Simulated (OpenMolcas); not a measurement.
# Re⁶⁺ among point charges: CASSCF and CASPT2 levels and susceptibility

How does a field of 5 point charges split the states of Re⁶⁺, and what χT follows?

Method: state-averaged CASSCF and CASPT2, spin-orbit coupling by RASSI with atomic mean-field integrals. Code: OpenMolcas 26.06.

**1. The system**

| Item | Value |
| --- | --- |
| Species | Re⁶⁺ (rhenium, Z = 75, 69 electrons) |
| Basis | ANO-RCC-VDZP [7s6p4d2f1g], 68 functions |
| Scalar Hamiltonian | DKH2, point nucleus |
| Inactive shells | 1s 2s 2p 3s 3p 3d 4s 4p 4d 4f 5s 5p |
| Active space | 1 electron in 5 orbitals (5d) |
| Some configurations of this space | 5d |
| Orbitals | optimised for each spin and parity, averaged over all roots |

The outer shells:

5d
```
5d [↑ ][  ][  ][  ][  ]
```

The ion sits among 5 point charges of -2 e arranged as a square pyramid (C4v), 2.22 Å from the ion, with the axial distance 2.642 Å.

Each step is its own input file, run in one work folder so that later steps find the files of earlier ones. Labels, J, g values, rates, χT and fits are worked out afterwards by a script from the matrices that RASSI stores.

**2. Basis and integrals**

a.inp

```
&GATEWAY
Coord
1

Re 0.0 0.0 0.0
Basis=ANO-RCC-VDZP
Group=NoSym
NoMove
AngMom=0.0 0.0 0.0
AMFI
XField
5 Angstrom 0
2.220000 0.000000 0.000000 -2.000000
0.000000 2.220000 0.000000 -2.000000
-2.220000 0.000000 0.000000 -2.000000
0.000000 -2.220000 0.000000 -2.000000
0.000000 0.000000 2.641800 -2.000000
&SEWARD
```

The run is started by

```console
$ OMP_NUM_THREADS=1 MOLCAS_MEM=1689 MOLCAS_PROJECT=a pymolcas a.inp > a.log
```

Standard output:

```text
Basis set label: RE.ANO-RCC...7S6P4D2F1G.

      Electronic valence basis set:
      ------------------
      Associated Effective Charge  75.000000 au
      Associated Actual Charge     75.000000 au
      Nuclear Model: Point charge

      Shell  nPrim  nBasis  Cartesian Spherical Contaminant
         s      24       7        X
         p      21       6        X
         d      15       4                 X
         f      11       2                 X
         g       4       1                 X
                  Relativistic Douglas-Kroll-Hess integrals:
                    - DKH order of Hamiltonian: 2
                    - DKH order of Properties : 0
                  Atomic mean-field integrals
```

**3. CASSCF: doublets, 5 roots**

a.inp

```
&RASSCF
FileOrb=start.orb
Symmetry=1
Spin=2
nActEl=1 0 0
Inactive=34
Ras2=5
CIRoot=5 5 1
SDav=5
CIMx=300
Iter=120 100
PrWF=0.3
OrbListing=Nothing
MaxOrb=0
>>> COPY $Project.JobIph JOB001
```

The run is started by

```console
$ OMP_NUM_THREADS=1 MOLCAS_MEM=1689 MOLCAS_PROJECT=a pymolcas a.inp > a.log
```

start.orb holds the contracted functions of the basis, ordered by shell, or the orbitals of the step before.

Standard output, shortened:

```text
[...]
      Number of active orbitals                  5
[...]
      Spin quantum number                      0.5
[...]
      Active orbitals                            5
[...]
      Number of CSFs                             5
      Number of root(s) required                 5
[...]
      Convergence after 10 iterations
[...]
      Natural orbitals and occupation numbers for root  1
      sym 1:   1.000000   0.000000   0.000000   0.000000   0.000000
      Natural orbitals and occupation numbers for root  2
      sym 1:   0.000000   0.000000  -0.000000   1.000000   0.000000
      Natural orbitals and occupation numbers for root  3
      sym 1:  -0.000000   1.000000  -0.000000   0.000000   0.000000
::    RASSCF root number  1 Total energy: -16682.83365198
::    RASSCF root number  2 Total energy: -16682.82877767
::    RASSCF root number  3 Total energy: -16682.82877767
::    RASSCF root number  4 Total energy: -16682.79457653
::    RASSCF root number  5 Total energy: -16682.76926770
```

**4. RASSI: spin-orbit coupling between the states**

a.inp

```
&RASSI
NrOfJobIphs=1 5
1 2 3 4 5
IphNames
JOB001
EJob
SpinOrbit
DIPRint=1.0
SOCoupling=1000.0
Subsets=2
Property=9
'ANGMOM' 1 'ANGMOM' 2 'ANGMOM' 3 'MLTPL  1' 1 'MLTPL  1' 2 'MLTPL  1' 3
'AMFI' 1 'AMFI' 2 'AMFI' 3
SOProperty=3
'ANGMOM' 1 'ANGMOM' 2 'ANGMOM' 3
```

Standard output, shortened:

```text
SPIN-FREE ENERGIES:
  (Shifted by EMIN (a.u.) =     -16682.8336519762)
 SF State       Relative EMIN(au)   Rel lowest level(eV)    D:o, cm**(-1)      L_eff
     1             0.0000000000        0.0000000000              0.0000         2.0
     2             0.0048743031        0.1326365448           1069.7859         2.0
     3             0.0048743031        0.1326365448           1069.7859         2.0
     4             0.0390754439        1.0632969971           8576.0686         2.0
     5             0.0643842775        1.7519854420          14130.7156         2.0
     Dipole printing threshold changed to   1.00000000E+00
[...]
Eigenvalues of complex Hamiltonian:
   -----------------------------------
  (Shifted by EMIN (a.u.) =     -16682.8336519762)
 SO State       Relative EMIN(au)   Rel lowest level(eV)    D:o, cm**(-1)     J-value
     1            -0.0303590462        0.0000000000              0.0000         1.4
     2            -0.0303590462        0.0000000000              0.0000         1.4
     3            -0.0016400952        0.7814824679           6303.0812         1.1
     4            -0.0016400952        0.7814824679           6303.0812         1.1
     5             0.0241060654        1.4820711902          11953.7103         2.4
     6             0.0241060654        1.4820711902          11953.7103         2.4
     7             0.0426029061        1.9853958660          16013.2976         1.9
     8             0.0426029061        1.9853958660          16013.2976         1.9
     9             0.0784984976        2.9621646702          23891.4693         1.2
    10             0.0784984976        2.9621646702          23891.4693         1.2
Weights of the five most important spin-orbit-free states for each spin-orbit state.
[...]
```

Time for these steps: 1.8 s (1 thread of Intel Xeon 6975P-C (Granite Rapids), shared host).

States without spin-orbit coupling:

```csv
state,degeneracy,E (cm-1),free-ion L (%)
doublet,1,0,D (100)
doublet,2,1070,D (100)
doublet,1,8576,D (100)
doublet,1,14131,D (100)
```

With spin-orbit coupling:

| E (cm-1) | Degeneracy | 2S+1 | g |
| --- | --- | --- | --- |
| 0.0 | 2 | 2 | 0.88 1.53 1.53 |
| 6303 | 2 | 2 | 0.07 0.07 3.14 |
| 11954 | 2 | 2 | 1.12 3.53 3.53 |
| 16013 | 2 | 2 | 1.58 1.58 2.07 |
| 23891 | 2 | 2 | 1.52 1.52 5.21 |

Principal g values are given for doublets only; a zero marks a field direction without first-order Zeeman splitting.

Powder χT (cm³ K/mol): 0.17 at 2 K, 0.17 at 5 K, 0.17 at 10 K, 0.17 at 20 K, 0.17 at 50 K, 0.17 at 100 K, 0.18 at 150 K, 0.18 at 200 K, 0.18 at 250 K, 0.18 at 300 K.

**5. CASPT2: IPEA 0.25, imaginary shift 0.1 (closed shells correlated: 4f 5s 5p)**

a.inp

```
>>> COPY JOB001 $Project.JobIph
&CASPT2
Multistate=5 1 2 3 4 5
NoMult
Frozen=23
IPEA=0.25
Imaginary=0.1
MaxIter=60
WThr=0.0 0.3 0.05
PrWF=0.5
NoMix
```

Standard output:

```text
Orbital specifications:
      -----------------------

      Symmetry species                           1
                                                 a
      Frozen orbitals                           23
      Inactive orbitals                         11
      Active orbitals                            5
      Secondary orbitals                        29
      Deleted orbitals                           0
      Number of basis functions                 68
Type of calculation                        SS-CASPT2
      Fock operator                              state-specific
      IPEA shift                                 0.25
      Real shift                                 0.00
      Imaginary shift                            0.10
      The input orbitals will be transformed to quasi-canonical
Reference energy:      -16682.8336519762
      E2 (Non-variational):      -0.6807847049
      Shift correction:          -0.0000790468
      E2 (Variational):          -0.6808637517
      Total energy:          -16683.5145157279
      Residual norm:              0.0000000800
      Reference weight:           0.93996
      Contributions to the CASPT2 correlation energy
      Active & Virtual Only:         -0.0000000000
      One Inactive Excited:          -0.0455246894
      Two Inactive Excited:          -0.6352600155
Reference energy:      -16682.8287776731
      E2 (Non-variational):      -0.6809588020
      Shift correction:          -0.0000792071
      E2 (Variational):          -0.6810380091
      Total energy:          -16683.5098156822
      Residual norm:              0.0000000777
      Reference weight:           0.93990
      Contributions to the CASPT2 correlation energy
      Active & Virtual Only:          0.0000000000
      One Inactive Excited:          -0.0459282088
      Two Inactive Excited:          -0.6350305933
::    CASPT2 Root  1     Total energy: -16683.51451573
::    CASPT2 Root  2     Total energy: -16683.50981568
::    CASPT2 Root  3     Total energy: -16683.50981565
::    CASPT2 Root  4     Total energy: -16683.47552455
::    CASPT2 Root  5     Total energy: -16683.45028226
```

This run: 1.3 s of run time, 1 thread of Intel Xeon 6975P-C (Granite Rapids), shared host.

SS-CASPT2: lowest energy less the reference's lowest, -0.6809 hartree; reference weights 0.940.

States without spin-orbit coupling:

```csv
state,degeneracy,E (cm-1),free-ion L (%)
doublet,1,0,D (100)
doublet,2,1032,D (100)
doublet,1,8558,D (100)
doublet,1,14098,D (100)
```

With spin-orbit coupling:

```json
{"E (cm-1)": "0", "Degeneracy": "2", "2S+1": "2", "g": "0.88 1.53 1.53"}
{"E (cm-1)": "6290", "Degeneracy": "2", "2S+1": "2", "g": "0.07 0.07 3.14"}
{"E (cm-1)": "11960", "Degeneracy": "2", "2S+1": "2", "g": "1.12 3.54 3.54"}
{"E (cm-1)": "16010", "Degeneracy": "2", "2S+1": "2", "g": "1.58 1.58 2.07"}
{"E (cm-1)": "23880", "Degeneracy": "2", "2S+1": "2", "g": "1.51 1.51 5.21"}
```

Powder χT (cm³ K/mol): 0.17 at 2 K, 0.17 at 5 K, 0.17 at 10 K, 0.17 at 20 K, 0.17 at 50 K, 0.17 at 100 K, 0.18 at 150 K, 0.18 at 200 K, 0.18 at 250 K, 0.18 at 300 K.

**6. The methods side by side**

A. CASSCF
B. SS-CASPT2, IPEA 0.25, imaginary shift 0.1 (closed shells correlated: 4f 5s 5p)

```csv
method,ground state,first state of that spin (cm-1),first gap with spin-orbit (cm-1),χT at 300 K
A,doublet,doublet 1070,6303.1,0.18
B,doublet,doublet 1032,6291.9,0.18
```

**7. Outcome**

| quantity | value |
| --- | --- |
| method | SS-CASPT2, IPEA 0.25, imaginary shift 0.1 (closed shells correlated: 4f 5s 5p) |
| spin-free ground state | doublet, 1-fold in its orbital part |
| first state of the same spin within the active space | doublet at 1030 cm⁻¹ |
| lowest level | 2-fold, g = 0.88, 1.53, 1.53 |
| next level | 6291.9 cm⁻¹ |
| χT at 300 K | 0.18 cm³ K/mol |
| effective moment at 300 K | 1.20 μB |

Cost by method:

```csv
method,time of its own steps,time with the reference
A. CASSCF,1.8 s,1.8 s
"B. SS-CASPT2, IPEA 0.25, imaginary shift 0.1, +4f 5s 5p",1.3 s,3.1 s
```

Times are of one thread on a shared host.

**Reading.** The spin-free ground state (doublet) comes to 100 % from free-ion D terms and keeps the highest spin of the shell. χT at 300 K is 0.18, against 0.38 cm³ K/mol for the spin alone, so orbital moment lowers it. The field of point charges can differ much from that of real complexes. Point charges carry no covalency, so the field is a model and not that of real ligands.
